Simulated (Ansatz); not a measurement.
# NaLaMnMoO6 (Cm) in Ansatz: a series of runs

The runs below take NaLaMnMoO6 through relaxation of cell and atoms, with PBE, PBE+D4.

All numbers are computed with Ansatz 0.2.0; they aren't measurements. Logs are shortened: lines on timing, memory, paths and dates and some standing lists are left out, and cuts for length are marked.

## Step 1: The crystal as given

Symmetry: Cm, No. 8, monoclinic system. The conventional cell has a = 9.445 Å, b = 5.474 Å, c = 5.485 Å, α = 90.00°, β = 125.39°, γ = 90.00°. Na (site symmetry m) is surrounded by 7 O at 2.42 to 2.76 Å. La (site symmetry m) is surrounded by 7 O at 2.43 to 2.76 Å. Mn (site symmetry m) is surrounded by 6 O at 1.94 to 1.95 Å. Mo (site symmetry m) is surrounded by 6 O at 1.96 to 1.98 Å. Around O (site symmetry 1) lie 1 Mn at 1.94 Å and 1 Mo at 1.97 Å. O (site symmetry m) has 1 Mn at 1.94 Å and 1 Mo at 1.96 Å as nearest neighbours. Around O (site symmetry m) lie 1 Mn at 1.95 Å and 1 Mo at 1.98 Å. O (site symmetry 1) is surrounded by 1 Mn at 1.94 Å and 1 Mo at 1.97 Å.

The cell was built by a generator and needn't be a form met in nature.

## Step 2: Relaxation of cell and atoms, PBE, collinear spin, ferromagnetic start, target pressure 10 GPa, at which the enthalpy is minimised

Contents of input.yaml:

```yaml
crystal:
  lattice:
    - [4.72242, -2.73688, 0.00204]
    - [4.72242, 2.73688, 0.00204]
    - [-3.17796, 0.0, 4.47]
  atoms:
    - { symbol: Na, position: [0.25021, 0.25021, 0.74459] }
    - { symbol: La, position: [0.75117, 0.75117, 0.25707] }
    - { symbol: Mn, position: [0.49918, 0.49918, 0.49917], spin: 4.0 }
    - { symbol: Mo, position: [0.0011, 0.0011, 0.00114], spin: 1.0 }
    - { symbol: O, position: [0.28503, 0.78106, 0.2852] }
    - { symbol: O, position: [0.78106, 0.28503, 0.2852] }
    - { symbol: O, position: [0.25187, 0.25187, 0.18775] }
    - { symbol: O, position: [0.74777, 0.74777, 0.81124] }
    - { symbol: O, position: [0.21883, 0.71407, 0.71525] }
    - { symbol: O, position: [0.71407, 0.21883, 0.71525] }
hamiltonian:
  xc: pbe
  pseudopotentials: { kind: paw }
magnetization:
  spin_polarized: true
kpoints:
  mp_grid: { grid: [5, 5, 5] }
scf:
  occupations: { method: fermi_dirac, width: 0.05 }
output:
  forces: true
  stress: true
  eigenvalues: true
  write_density: true
  write_potential: true
  elf: true
  volumetric_format: npy
relax:
  f_tol: 0.01
  max_steps: 40
  cell: { stress_tol: 0.05, p_target: 10.0 }
```

Potentials or basis: Ansatz PAW.

Run with:

```console
$ ansatz run input.yaml --threads 8 --pin off --max-ram 20480MiB --backend cpu --events-out ev --progress --plain --runs-dir out
```

Standard output:

```text
Warning: RAYON_NUM_THREADS=8 ignored (pool sized by the plan → 8); use --threads N
Engine: ansatz 0.2.0, aarch64-unknown-linux-gnu
Pseudopotentials: kind: paw
Pseudopotential: Na, paw, valence charge 9, recommended cutoff 420 eV (normal), Na.paw.azcp
Pseudopotential: La, paw, valence charge 11, recommended cutoff 420 eV (normal), La.paw.azcp
Pseudopotential: Mn, paw, valence charge 15, recommended cutoff 420 eV (normal), Mn.paw.azcp
Pseudopotential: Mo, paw, valence charge 14, recommended cutoff 420 eV (normal), Mo.paw.azcp
Pseudopotential: O, paw, valence charge 6, recommended cutoff 420 eV (normal), O.paw.azcp
Functional definition: PBE
  parameter kappa = 0.804
  parameter beta = 0.06672455060314922
  exchange = pbe_x(kappa = kappa, mu = beta*pi^2/3)
  correlation = pbe_c(beta = beta)
Crystal: 10 atoms, lattice volume = 115.582 Å³
Basis set: ecut = 420 eV, 2233 PW (Γ), exchange–correlation on 80×80×80 points (8 copies of the dense FFT grid, shifted against one another)
Bands: 55, of which v1, the nominal top of the filled ones, is band 43 counted from 1 (42 counted from 0)
Symmetry: 2 space group operations
Space group: Cm (ITA 8), of the structure as read, at distance tolerance 4.9e-5 Å
Magnetic group: BNS 8.32 (UNI 39), of the structure as read, at distance tolerance 4.9e-5 Å
k-points: 39 of 125 (time reversal used)
Non-local potential: Na, projectors of the file, l = 0: 3, l = 1: 2, l = 2: 1
Non-local potential: La, projectors of the file, l = 0: 3, l = 1: 2, l = 2: 2, l = 3: 3
Non-local potential: Mn, projectors of the file, l = 0: 3, l = 1: 2, l = 2: 3, l = 3: 1
Non-local potential: Mo, projectors of the file, l = 0: 3, l = 1: 2, l = 2: 2, l = 3: 1
Non-local potential: O, projectors of the file, l = 0: 2, l = 1: 2, l = 2: 1
PAW form: soft (Blöchl's): semilocal exchange-correlation on the pseudo side does not see the compensation charge
PAW one-centre angular grid: Na, 110 points (default); XC on 64 Gauss nodes
PAW one-centre angular grid: La, 590 points (default); XC on 64 Gauss nodes
PAW one-centre angular grid: Mn, 590 points (default); XC on 64 Gauss nodes
PAW one-centre angular grid: Mo, 590 points (default); XC on 64 Gauss nodes
PAW one-centre angular grid: O, 110 points (default); XC on 64 Gauss nodes
Initial density: superposition of atomic densities (chi_scale 0.1, normalization cell, long waves kept (reshape's long-wave potential 0.00 eV rms))
Starting moments: Σ|m| = 5 μB on 2 of 10 sites
Initial wavefunctions: pseudopotential atomic-orbital guess
Functional: x = pbe(κ = 0.804, μ = 0.2195149727645171), c = pbe(β = 0.06672455060314922)
SCF iter   1: F=—  HF=-20003.232526 eV  |F-HF|=—  |Δ(HF+E_count)|=         —  Δρ=8.10e-2 (↑8.10e-2 ↓5.12e-2)  dr2=3.57e1  dr2_m=4.26e-1  M=4.222 μB ∫|m|=4.328 μB  β_m=0.30  ethr=3.10e-3  ⟨swp⟩=6.0  Hψ=14445  notcnv=0
Mixer restart at iter 1: flushing history
preconditioner: auto → Kerker (q_TF=auto, 2.592 Å⁻¹)  [metal: Δε(μ)=0.004 eV  Ē_g=11.427 eV  σ=0.050 eV  W_gap=0.02  n_scr=26 (ndim 8)  ℏωp=27.8 eV  f_vac=0.000  D(μ)=6.30/eV (n_scr^D=58)]
spin=Collinear: Kerker preconditioning applied to the charge; magnetization (m = ρ↑ − ρ↓) channel mixes plain (no charge-response kernel on spin).
SCF iter   2: F=—  HF=-20004.217115 eV  |F-HF|=—  |Δ(HF+E_count)|=   9.85e-1  Δρ=4.26e-2 (↑4.26e-2 ↓3.17e-2)  dr2=1.26e1  dr2_m=9.31e-2  M=4.017 μB ∫|m|=4.124 μB  β_m=0.45  ethr=3.10e-3  ⟨swp⟩=3.0  Hψ=9626  notcnv=0  defer=39
SCF iter   3: F=—  HF=-20003.402334 eV  |F-HF|=—  |Δ(HF+E_count)|=   8.15e-1  Δρ=2.31e-2 (↑2.31e-2 ↓1.57e-2)  dr2=1.33e0  dr2_m=1.92e-1  M=3.521 μB ∫|m|=3.795 μB  β_m=0.57  ethr=3.10e-3  ⟨swp⟩=3.4  Hψ=9846  notcnv=0  defer=40
SCF iter   4: F=—  HF=-20003.303939 eV  |F-HF|=—  |Δ(HF+E_count)|=   9.84e-2  Δρ=1.22e-2 (↑1.22e-2 ↓1.04e-2)  dr2=1.83e-1  dr2_m=9.23e-2  M=3.211 μB ∫|m|=3.670 μB  β_m=0.76  ethr=1.57e-3  ⟨swp⟩=3.1  Hψ=8796  notcnv=0  defer=45
SCF iter   5: F=—  HF=-20003.724043 eV  |F-HF|=—  |Δ(HF+E_count)|=         —  Δρ=2.46e-2 (↑2.46e-2 ↓1.25e-2)  dr2=3.97e-1  dr2_m=3.03e-1  M=2.353 μB ∫|m|=3.521 μB  β_m=0.76  ethr=2.15e-4  ⟨swp⟩=2.3  Hψ=8304  notcnv=0  defer=49
Mixer restart at iter 5: flushing history
[... 240 lines left out ...]
SCF converged after 10 iterations
Magnetization: 1.2119 μB (43.1059 up, 41.8941 down)
Absolute magnetization: 3.0921 μB (∫|ρ↑−ρ↓|, with the PAW one-centre terms)
Spin contamination: 0.7267 ħ² per cell (⟨S²⟩ above its minimum at these occupations)
Per-site moments (μB) at R_I (Å): [(0.00043706945299249323, 0.9753550659691809), (-0.01727183677596069, 0.9889254630549016), (1.7367403218588768, 0.7791512632638041), (-0.4614967968920849, 0.8007035096277335), (0.008477779864912756, 0.7791512632638041), (0.008477779864912998, 0.7791512632638041), (0.009281982681352408, 0.7791525295117501), (0.009111903314489361, 0.7803351830949539), (0.006413121849187862, 0.7801879143320367), (0.0064131218491877365, 0.7801879143320367)]
Free energy (F): -20003.502978 eV
Harris-Foulkes:  -20003.502978 eV  (|F-HF|=6.55e-11)
Internal energy: -20003.471667 eV  (E = F + TS)
E sigma→0 (E₀):  -20003.487322 eV
Entropy (-TS):   -0.031311 eV (-3.131 meV/atom)
Fermi energy:    13.534511 eV
--- Per-component energies (eV) ---
  E_band       = -505.035159
  E_kinetic    = 2118.479205
  E_local      = -6514.880427  (includes V_loc(G=0)·N_el)
  E_nonlocal   = 879.743919
  E_hartree    = 2454.105655
  E_xc         = -922.651200
  E_vxc        = -1143.301314  (∫ρ·V_xc dr)
  E_paw        = -11126.163654  (= ΣΔE_a)
  E_vpaw       = -753.302870  (= ΣTr[D̂ρ^β])
  E_aug_tail   = 0.014730  (compensation charges beyond the density's cutoff)
  E_ewald      = -6892.119895
  E_smearing   = -0.031311  (= −TS)
  E_closure    = -0.000000  (closes the sum)
  Σ components = -20003.502978   (vs F -20003.502978, Δ=0.00e0)
--- Forces (eV/Å), atoms counted from 1 ---
  atom   1  Na    -0.00036450    -0.00000000     0.00063129
  atom   2  La    -0.00115211    -0.00000000     0.00116487
  atom   3  Mn     0.00300602    -0.00000000     0.00146437
  atom   4  Mo    -0.00384596     0.00000000    -0.00133676
  atom   5  O      0.00008240    -0.00113813     0.00058223
  atom   6  O      0.00008240     0.00113813     0.00058223
  atom   7  O      0.00071907    -0.00000000    -0.00009597
  atom   8  O     -0.00045195     0.00000000    -0.00038610
  atom   9  O      0.00096231    -0.00064345    -0.00130312
  atom  10  O      0.00096231     0.00064345    -0.00130312
  max |Σ_I F_I| component: 7.32e-8 eV/Å
--- Stress (GPa, compression-positive) ---
       10.003215       0.000000      -0.003454
        0.000000      10.002087      -0.000000
       -0.003455      -0.000000      10.026880
  P = ⅓ Tr σ = 10.0107 GPa (100.107 kbar)
--- Band table (eV; the first three rows and the last of 78) ---
  k-point 0 ↑: bands = ["-68.2033", "-49.3111", "-38.3805", "-36.9723", "-36.9563", "-36.9115", "-23.5052", "-23.4966", "-23.4811", "-19.1197", "-10.3271", "-10.3152", "-10.3123", "-6.9386", "-6.1854", "-6.0621", "-5.6135", "-5.5077", "-5.4656", "-3.0742", "-3.0500", "-2.8683", "5.5037", "5.6842", "5.7017", "6.5077", "6.5567", "6.6341", "7.8577", "7.8987", "7.9506", "9.2376", "9.4082", "9.4418", "10.1643", "10.3184", "10.3394", "10.3873", "10.4317", "10.4539", "10.8761", "11.0472", "11.1767", "13.2536", "13.5155", "14.4381", "14.5830", "14.8015", "15.8955", "15.9316", "15.9360", "15.9872", "16.0237", "16.0994", "16.1939"]
  k-point 1 ↑: bands = ["-68.2033", "-49.3111", "-38.3805", "-36.9723", "-36.9563", "-36.9115", "-23.5067", "-23.4967", "-23.4812", "-19.1140", "-10.3296", "-10.3158", "-10.3149", "-6.9572", "-6.1738", "-6.0491", "-5.8497", "-5.5376", "-5.4910", "-2.9466", "-2.9330", "-2.5777", "5.7308", "5.8539", "5.8595", "6.4909", "6.6536", "6.7263", "7.3886", "7.7288", "7.7981", "8.6429", "8.7480", "9.4610", "9.4986", "9.9009", "9.9831", "10.3818", "10.4900", "10.5778", "11.2680", "11.3716", "11.4726", "13.7400", "13.8926", "14.3403", "14.6015", "14.7940", "15.8804", "15.8872", "15.9280", "15.9396", "16.0084", "16.0553", "16.1676"]
  k-point 2 ↑: bands = ["-68.2033", "-49.3111", "-38.3805", "-36.9723", "-36.9563", "-36.9115", "-23.5090", "-23.4968", "-23.4815", "-19.1047", "-10.3343", "-10.3185", "-10.3167", "-6.9338", "-6.2839", "-6.1063", "-6.0217", "-5.6510", "-5.4552", "-2.7861", "-2.7500", "-2.0901", "5.9999", "6.2038", "6.2179", "6.6120", "6.8853", "6.8910", "7.0071", "7.3407", "7.4068", "7.9474", "7.9619", "8.1953", "9.4825", "9.6492", "9.6605", "10.2684", "10.2702", "10.5287", "11.6615", "11.8044", "11.8940", "14.0852", "14.0992", "14.3254", "14.9251", "15.0250", "15.8510", "15.8650", "15.8755", "15.9371", "15.9520", "16.0357", "16.1712"]
  k-point 38 ↓: bands = ["-66.0073", "-49.8496", "-38.3800", "-34.8245", "-34.8089", "-34.8000", "-24.0840", "-24.0765", "-24.0714", "-19.1147", "-10.3336", "-10.3215", "-10.3181", "-6.8707", "-6.5872", "-6.0960", "-5.8410", "-5.6258", "-5.5049", "-2.6939", "-2.5076", "-2.0762", "5.5727", "6.0808", "6.1854", "6.6566", "6.9148", "6.9852", "7.2300", "7.4844", "7.6788", "8.0635", "8.2617", "8.5559", "9.3118", "9.4081", "9.7514", "9.9279", "10.0820", "10.4299", "13.3106", "13.5422", "13.6508", "13.9466", "14.1058", "14.1994", "15.5010", "15.7208", "15.7959", "15.8702", "15.9047", "15.9342", "15.9661", "16.0335", "16.1048"]
--- Relaxed structure (10 steps of the walk, 8 accepted, 2 SCFs on fresh bases) ---
  F+E_penalty+E_count = -20003.50297792 eV   max|allowed force component| = 3.846e-3 eV/Å   (the final SCF, on the basis selected at the relaxed cell)
  cell:  # Å, volume = 109.2230 Å³
    - [4.632057598133878, -2.6837249735497903, -0.004082286075410485]
    - [4.632057598133878, 2.6837249735497903, -0.004082286075410485]
    - [-3.1229134939174266, 1.5197963920220134e-20, 4.395862070053475]
  atoms:
    - { symbol: Na, position: [0.24967587111685036, 0.24967587111685036, 0.743807551360957] }
    - { symbol: La, position: [0.7512471883024296, 0.7512471883024296, 0.25537047863288387] }
    - { symbol: Mn, position: [0.499229655950172, 0.499229655950172, 0.49915838298926657] }
    - { symbol: Mo, position: [0.0010108373280625256, 0.0010108373280625256, 0.0010212499047589892] }
    - { symbol: O, position: [0.2839074976947181, 0.7814602613667557, 0.2891988468641219] }
    - { symbol: O, position: [0.7814602613667557, 0.2839074976947181, 0.2891988468641219] }
    - { symbol: O, position: [0.25376895407400996, 0.25376895407400996, 0.18634825747461267] }
    - { symbol: O, position: [0.7461020093495068, 0.7461020093495068, 0.8057015509059237] }
    - { symbol: O, position: [0.22298376530309164, 0.7109039595144034, 0.7160274175016766] }
    - { symbol: O, position: [0.7109039595144034, 0.22298376530309164, 0.7160274175016766] }
```

Wall time 3 min (8 threads of Arm Neoverse V1, shared host); peak memory 0.93 GiB.

What came out:

| Item | Value |
| --- | --- |
| Free energy | -20003.5030 eV |
| Relaxed volume | 10.92 Å³/atom |
| Relaxed cell | a = 5.353 Å, b = 5.353 Å, c = 5.392 Å, α = 120.12°, β = 120.12°, γ = 60.17° |
| Space group after relaxing (to 0.05 Å) | Cm (No. 8) |
| Energy change on relaxing (the enthalpy is what falls) | +19.6 meV/atom |
| Ionic steps | 10 |
| Pressure after relaxing | 10.0 GPa |
| Largest force after relaxing | 0.004 eV/Å |
| Band gap on the k mesh | none (metal or under the smearing width) |
| Net moment | 1.21 μB per cell |
| Absolute moment | 3.09 μB per cell |
| Site moments | Na +0.00; La -0.02; Mn +1.74; Mo -0.46; O +0.01 μB |

Forces on the atoms (eV/Å):
```
Na   0.000  0.000  0.001
La  -0.001  0.000  0.001
Mn   0.003  0.000  0.001
Mo  -0.004  0.000 -0.001
O    0.000 -0.001  0.001
O    0.000  0.001  0.001
O    0.001  0.000  0.000
O    0.000  0.000  0.000
O    0.001 -0.001 -0.001
O    0.001  0.001 -0.001
```

Step by step:
```tsv
step	energy change (eV)	largest force (eV/Å)	volume (Å³)
1	0.0000	0.2358	115.58
2	0.1536	0.4102	110.31
3	0.1508	0.2895	110.00
4	0.1600	0.0882	109.57
5	0.1720	0.0119	109.32
6	0.1649	0.0158	109.44
7	0.1682	0.0029	109.38
8	0.1865	0.0028	109.38
9	0.1956	0.0041	109.22
10	0.1962	0.0041	109.22
```

Final structure:
```
CELL_PARAMETERS angstrom
4.63206 -2.68372 -0.00408
4.63206 2.68372 -0.00408
-3.12291 0.00000 4.39586
ATOMIC_POSITIONS crystal
Na 0.24968 0.24968 0.74381
La 0.75125 0.75125 0.25537
Mn 0.49923 0.49923 0.49916
Mo 0.00101 0.00101 0.00102
O 0.28391 0.78146 0.28920
O 0.78146 0.28391 0.28920
O 0.25377 0.25377 0.18635
O 0.74610 0.74610 0.80570
O 0.22298 0.71090 0.71603
O 0.71090 0.22298 0.71603
```

Levels at points of the mesh, in eV from the Fermi level:
Spin up:
```csv
k point,band 39,band 40,band 41,band 42,band 43,band 44,band 45,band 46,band 47,band 48
"(0.00, 0.00, 0.00)",-3.10,-3.08,-2.66,-2.49,-2.36,-0.28,-0.02,0.90,1.05,1.27
```
Spin down:
```
           k point  band 38  band 39  band 40  band 41  band 42  band 43  band 44  band 45  band 46  band 47
(0.00, 0.00, 0.00)    -3.13    -3.02    -2.90    -1.52    -1.50    -1.38     0.62     0.82     1.31     1.45
```

Caveat: the plane-wave basis is chosen anew once the cell has moved, so the energies of steps on either side of that aren't comparable; the pressure holds a Pulay correction of +0.7 GPa for the finite cutoff; a cell with one magnetic atom can't hold antiferromagnetic order, which such compounds often take; semilocal functionals often make such compounds metallic where correlation or magnetic order opens a gap, which also shifts bond lengths; the starting moments weren't kept. With open d or f shells a metallic result of PBE can be an artefact of self-interaction; +U or a hybrid may open a gap.

[end of part 1 of 2]
